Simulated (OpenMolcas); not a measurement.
# Hf²⁺ among point charges: CASSCF levels and susceptibility

Aim: the splitting of the states of Hf²⁺ in the field of 5 point charges, its lowest levels with spin-orbit coupling and its magnetic susceptibility.

Program: OpenMolcas 26.06. Level of theory: state-averaged CASSCF, spin-orbit coupling by RASSI with atomic mean-field integrals. These are calculated values, not measurements, unless marked.

1 further run of the same task is left out (it didn't finish).

**1. What is computed**

| Quantity | Value |
| --- | --- |
| Species | Hf²⁺ (hafnium, Z = 72, 70 electrons) |
| Basis | ANO-RCC-VTZP [8s7p5d3f2g1h], 104 functions |
| Scalar Hamiltonian | DKH2, point nucleus |
| Inactive shells | 1s 2s 2p 3s 3p 3d 4s 4p 4d 4f 5s 5p |
| Active space | 2 electrons in 5 orbitals (5d) |
| Some configurations of this space | 5d2 |
| Orbitals | optimised for each spin and parity, averaged over all roots |

Outer shells as boxes (Hund's rule):

5d2
```
5d [↑ ][↑ ][  ][  ][  ]
```

The ion sits among 5 point charges of -1 e arranged as a square pyramid (C4v), 2.24 Å from the ion, with the axial distance 2.643 Å. The active orbitals were held to one l.

The work runs as a chain of OpenMolcas steps in one folder; each step below is one input file. Labels, J, g values, rates, χT and fits are worked out afterwards by a script from the matrices that RASSI stores.

**2. One- and two-electron integrals**

a.inp

```
&GATEWAY
Coord
1

Hf 0.0 0.0 0.0
Basis=ANO-RCC-VTZP
Group=NoSym
NoMove
AngMom=0.0 0.0 0.0
AMFI
XField
5 Angstrom 0
2.240000 0.000000 0.000000 -1.000000
0.000000 2.240000 0.000000 -1.000000
-2.240000 0.000000 0.000000 -1.000000
0.000000 -2.240000 0.000000 -1.000000
0.000000 0.000000 2.643200 -1.000000
&SEWARD
```

On the command line:

```bash
OMP_NUM_THREADS=1 MOLCAS_MEM=1689 MOLCAS_PROJECT=a pymolcas a.inp > a.log
```

**3. Reference wave functions, triplets, 10 roots**

a.inp

```
&RASSCF
FileOrb=start.orb
Symmetry=1
Spin=3
nActEl=2 0 0
Inactive=34
Ras2=5
CIRoot=10 10 1
SDav=10
CIMx=300
Iter=120 100
PrWF=0.3
OrbListing=Nothing
MaxOrb=0
SupSym
1
25 10 11 12 13 14 19 20 21 22 23 35 36 37 38 39 52 53 54 55 56 57 58 59
60 61
>>> COPY $Project.JobIph JOB001
```

start.orb holds the contracted functions of the basis, ordered by shell, or the orbitals of the step before.

**4. CASSCF: singlets, 15 roots**

a.inp

```
&RASSCF
FileOrb=start.orb
Symmetry=1
Spin=1
nActEl=2 0 0
Inactive=34
Ras2=5
CIRoot=15 15 1
SDav=15
CIMx=300
Iter=120 100
PrWF=0.3
OrbListing=Nothing
MaxOrb=0
SupSym
1
25 10 11 12 13 14 19 20 21 22 23 35 36 37 38 39 52 53 54 55 56 57 58 59
60 61
>>> COPY $Project.JobIph JOB002
```

**5. RASSI: spin-orbit coupling between the states**

a.inp

```
&RASSI
NrOfJobIphs=2 10 15
1 2 3 4 5 6 7 8 9 10
1 2 3 4 5 6 7 8 9 10 11 12 13 14 15
IphNames
JOB001
JOB002
EJob
SpinOrbit
DIPRint=1.0
SOCoupling=1000.0
Subsets=2
Property=9
'ANGMOM' 1 'ANGMOM' 2 'ANGMOM' 3 'MLTPL  1' 1 'MLTPL  1' 2 'MLTPL  1' 3
'AMFI' 1 'AMFI' 2 'AMFI' 3
SOProperty=3
'ANGMOM' 1 'ANGMOM' 2 'ANGMOM' 3
```

Q: Predict the outcome of this session. Wanted: spin-free ground state; first state of the same spin within the active space; lowest level; next level.

**Answer**, as computed:

```
                                            quantity                                value
                                              method                               CASSCF
                              spin-free ground state  triplet, 1-fold in its orbital part
first state of the same spin within the active space                 triplet at 4230 cm⁻¹
                                        lowest level                               1-fold
                                          next level                           580.9 cm⁻¹
                                         χT at 300 K                       0.15 cm³ K/mol
                           effective moment at 300 K                              1.08 μB
```

**Reading.** The spin-free ground state (triplet) comes to 89 % from free-ion F terms and keeps the highest spin of the shell. χT at 300 K is 0.15, against 1.00 cm³ K/mol for the spin alone, so spin-orbit coupling lowers it. The field of point charges can differ much from that of real complexes. Point charges carry no covalency, so the field is a model and not that of real ligands.
